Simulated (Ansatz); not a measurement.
Working through a search for lower mean-field states of CH5AsB, SMILES [CH2]B[AsH2]

Program: Ansatz's Python interface.

At the Python prompt:
```pycon
>>> from dataclasses import dataclass
>>> import ansatz as az
>>> import numpy as np
>>> @dataclass
... class Options:
...     basis_set: str = "def2-SVP"
...     xc: str = "PBE"
...
>>> opts = Options()
>>> ch5asb = (
...     az.Crystal.molecule()
...     .atom("C", [1.0897, 0.5988, 0.1865])
...     .atom("B", [0.2004, -0.6578, -0.191])
...     .atom("As", [-1.8335, -0.5131, -0.1688])
...     .atom("H", [1.738, 0.8654, -0.6732])
...     .atom("H", [1.7207, 0.3553, 1.0658])
...     .atom("H", [0.715, -1.6795, -0.4855])
...     .atom("H", [-1.8043, 0.8359, -0.9594])
...     .atom("H", [-1.8261, 0.1949, 1.2256])
... )
>>> symbols = [site.symbol for site in ch5asb.cartesian_sites]
>>> start = np.array([site.position_ang for site in ch5asb.cartesian_sites])
>>> for factor in [1.0, 1.25, 1.6]:
...     xyz = (start - start.mean(axis=0)) * factor
...     scaled = az.Crystal.molecule()
...     for symbol, place in zip(symbols, xyz):
...         scaled = scaled.atom(symbol, place.tolist())
...     base = scaled.calculation().basis(gaussian=opts.basis_set).functional(opts.xc).spin("collinear", total=1)
...     for search in ("off", "standard"):
...         try:
...             r = base.scf(lower_state_search=search).run(threads=1, pin="off").report
...         except az.AnsatzError as error:
...             print(f"x{factor} search {search}: {type(error).__name__}")
...             continue
...         state = r["mean_field"]["state"]
...         print(f"all distances x{factor}, search {search:8s} E = {r['free_energy_ev']:.5f} eV  <S^2> = {abs(state['spin_squared']):.3f}  other states met: {len(r['mean_field']['others'])}")
...
all distances x1.0, search off      E = -62612.40645 eV  <S^2> = 0.753  other states met: 0
all distances x1.0, search standard E = -62612.40645 eV  <S^2> = 0.753  other states met: 0
all distances x1.25, search off      E = -62606.89580 eV  <S^2> = 0.754  other states met: 0
all distances x1.25, search standard E = -62606.89580 eV  <S^2> = 0.754  other states met: 0
all distances x1.6, search off      E = -62595.91368 eV  <S^2> = 1.131  other states met: 0
all distances x1.6, search standard E = -62595.91368 eV  <S^2> = 1.131  other states met: 10
```

What to keep in mind:
- Total energies depend on the basis set; only differences at equal settings carry meaning.
- The count of other states can hold repeated and symmetry-equivalent ends of the search; scaling all distances is a test, and for more than two atoms no physical path.
- The structure is a rough, unrelaxed start.
- The run takes the species as open-shell (spin multiplicity 2), which needn't be its ground state.
- The expectation value of S² is noticeably off S(S+1) in at least one run, so that state is spin-contaminated.
- Hardware and time: 25 s on 1 thread of Arm Neoverse V2 (shared host), peak memory 0.25 GiB.
